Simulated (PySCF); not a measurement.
# MgI: basis, grid and Hamiltonian

The method stays; parts of the set-up, such as the basis or the Hamiltonian, are changed.

Program: PySCF 2.14.0. Level of theory: each script names its method and basis. These are calculated values, not measurements.

3 further runs of the same task are left out: 3 that didn't finish.

### 1 The starting structure

MgI: 2 atoms, charge 0, spin multiplicity 2.

Bond lengths: Mg1–I2 2.354 Å.

### 2 The run that the others are compared with

input.py reads:

```python
from pyscf import gto, scf, mp

mol = gto.M(
    atom='Mg 0 0 0; I 0 0 2.354',
    basis='crenbl',
    ecp={'Mg': 'crenbl', 'I': 'crenbl'},
    charge=0,
    spin=1,
    symmetry=True,
    verbose=4,
)
mf = scf.UHF(mol)
mf.kernel()
mp.MP2(mf).kernel()
mf.dip_moment()
print('orbital energies (hartree):', [e[max(0, n-3):n+3].round(4) for e, n in zip(mf.mo_energy, mol.nelec)])
```

Command:

```
> OMP_NUM_THREADS=1 python input.py
```

Its log is not repeated here.

Base result: E(SCF) = -172.191835 Eh, 10 cycles, E(MP2) − E(SCF) = -0.33651 Eh, ⟨S²⟩ = 0.751, μ = 6.58 D (of the SCF density).

The bond length is a typed value, not an optimised one.

### 3 Core potential off

Variant 1 changes core potential: on → off. The core potential changes with it: totals don't compare.

input.py reads:

```python
from pyscf import gto, scf, mp

mol = gto.M(
    atom='Mg 0 0 0; I 0 0 2.354',
    basis='crenbl',
    charge=0,
    spin=1,
    symmetry=True,
    verbose=4,
)
mf = scf.UHF(mol)
mf.kernel()
mp.MP2(mf).kernel()
mf.dip_moment()
print('orbital energies (hartree):', [e[max(0, n-3):n+3].round(4) for e, n in zip(mf.mo_energy, mol.nelec)])
```

Command:

```
> OMP_NUM_THREADS=1 python input.py
```

### 4 Def2-svp

Variant 2 changes basis set: crenbl → def2-svp. The core potential changes with it: totals don't compare.

Changes to input.py since step 2:

```diff
@@ -4,4 +4,4 @@
     atom='Mg 0 0 0; I 0 0 2.354',
-    basis='crenbl',
-    ecp={'Mg': 'crenbl', 'I': 'crenbl'},
+    basis='def2-svp',
+    ecp={'I': 'def2-svp'},
     charge=0,
```

Q: Predict the outcome of this session. Wanted: for each run, E(SCF); from base; gap, α spin; SCF dipole; after the SCF.

As calculated:

```
                             run  E(SCF) (hartree)  from base (eV)  cycles  gap, α spin (eV)  SCF dipole (D)  functions              after the SCF
                            base       -172.191835               0      10              9.09            6.58         50  MP2 correlation -9.157 eV
core potential off (poor choice)      -1768.232134  not comparable      14              7.62            4.92         50  MP2 correlation -4.274 eV
                        def2-svp       -496.242658  not comparable      12              8.51            2.27         44  MP2 correlation -4.133 eV
```

In words: Rows marked «poor choice» come from settings spoiled on purpose.
